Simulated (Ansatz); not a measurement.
# Ag7Sn5: the cost of one run

Program: Ansatz 0.2.0. Level of theory: DFT PBE, scalar-relativistic, plane waves, PAW. These are calculated values, not measurements.

**1. The system as given**

The cell holds 24 atoms (Ag14Sn10): a = 8.331 Å, b = 8.221 Å, c = 8.300 Å, α = 93.31°, β = 87.31°, γ = 91.29°.

14 Ag, 10 Sn were thrown into a skewed cell at random, at 1.05 times a reference volume of the solid, and pushed apart as soft spheres.

Coordinates:

```xyz
24
Lattice="8.3282 -0.0907 0.1941 -0.0907 8.2169 -0.2378 0.1941 -0.2378 8.2945" Properties=species:S:1:pos:R:3 pbc="T T T"
Ag    8.1380    6.2045    8.1867
Ag    6.0984    4.9344    1.5444
Ag    5.9365    7.2108    3.6456
Ag    2.4000    7.5871    7.8144
Ag    2.8456    6.9833    4.2570
Ag    1.8129    4.7216    6.4341
Ag    3.1373    1.3873    1.8878
Ag    0.4624    7.1442    2.4574
Ag    6.8828    4.2071    6.5000
Ag    5.5169    8.1057    0.2799
Ag    4.4071    4.5702    3.8719
Ag    7.0098    2.4548    0.3410
Ag    1.3033    1.8725    6.8983
Ag    0.1435    7.3928    5.3291
Sn    4.0133    3.7431    0.0281
Sn    7.0019    1.4577    5.7984
Sn    1.2885    3.4916    1.4192
Sn    3.2285    2.1713    4.8319
Sn    4.5610    0.2286    6.3080
Sn    0.7044    1.8111    3.7240
Sn    7.8136    4.3966    3.7841
Sn    3.6299    6.3470    1.4830
Sn    5.7803    1.8275    2.9123
Sn    4.4738    5.7099    6.5647
```

**2. Dynamics at 1350 K**

The cutoff is lowered while the worst contacts of the packing are taken out. One k point, a Fermi-Dirac width of 0.116 eV and a fixed cell.

input.yaml

```yaml
crystal:
  lattice:
    - [8.328238, -0.09068, 0.194131]
    - [-0.09068, 8.216927, -0.237825]
    - [0.194131, -0.237825, 8.294503]
  atoms:
    - { symbol: Ag, position: [0.9627937583, 0.794289873, 0.9872382119] }
    - { symbol: Ag, position: [0.734586281, 0.6140193627, 0.1866113463] }
    - { symbol: Ag, position: [0.7121433539, 0.8983935361, 0.4486146266] }
    - { symbol: Ag, position: [0.2761188846, 0.9542656338, 0.9630153164] }
    - { symbol: Ag, position: [0.338779103, 0.8689545836, 0.5302199586] }
    - { symbol: Ag, position: [0.205843689, 0.5997017824, 0.7880882177] }
    - { symbol: Ag, position: [0.3734385264, 0.1794349159, 0.223998866] }
    - { symbol: Ag, position: [0.0576385973, 0.8793453152, 0.3201352576] }
    - { symbol: Ag, position: [0.8141749458, 0.5435742295, 0.7801786378] }
    - { symbol: Ag, position: [0.6721836401, 0.9952293498, 0.0465520536] }
    - { symbol: Ag, position: [0.5244670579, 0.5756129861, 0.4710316784] }
    - { symbol: Ag, position: [0.844355185, 0.3089398003, 0.0302047389] }
    - { symbol: Ag, position: [0.1397686578, 0.253610087, 0.8356677848] }
    - { symbol: Ag, position: [0.0116562693, 0.9191820996, 0.6685667343] }
    - { symbol: Sn, position: [0.4867935442, 0.4610568028, 0.0052177016] }
    - { symbol: Sn, position: [0.8270094037, 0.2063773842, 0.6856282621] }
    - { symbol: Sn, position: [0.155230274, 0.4318439931, 0.1798480806] }
    - { symbol: Sn, position: [0.3772007963, 0.285249795, 0.5818982104] }
    - { symbol: Sn, position: [0.5307872341, 0.05537697, 0.7496702263] }
    - { symbol: Sn, position: [0.0765526382, 0.2343968962, 0.4538996926] }
    - { symbol: Sn, position: [0.9337876503, 0.5584023682, 0.4503723201] }
    - { symbol: Sn, position: [0.4399250208, 0.7828148567, 0.1909391201] }
    - { symbol: Sn, position: [0.6887023855, 0.2398983442, 0.3418677057] }
    - { symbol: Sn, position: [0.5264240872, 0.7238520853, 0.7998842529] }
  symmetry: { detect: false }
basis:
  ecutwfc: 320
  xc_grid: 1
kpoints:
  mp_grid: { grid: [1, 1, 1], shift: [0.25, 0.25, 0.25] }
hamiltonian:
  xc: pbe
scf:
  occupations: { method: fermi_dirac, width: 0.1163 }
  lower_state_search: "off"
  convergence: { dr2_threshold: 1.0e-05 }
output:
  forces: true
  stress: true
md:
  timestep: 3.0
  n_steps: 24
  ensemble: nvt_langevin
  friction: 0.03
  temperature: 1350.0
  initial_velocities: maxwell_boltzmann
  seed: 63647
```

Command:

```console
> ansatz run input.yaml --threads 2 --pin off --max-ram 5120MiB --backend cpu --events-out ev --progress --plain --runs-dir out
```

Q: Estimate wall time and peak memory on 2 threads of Intel Xeon at 2.70GHz, shared host.

About 2.1 min, with a peak of 0.84 GiB.
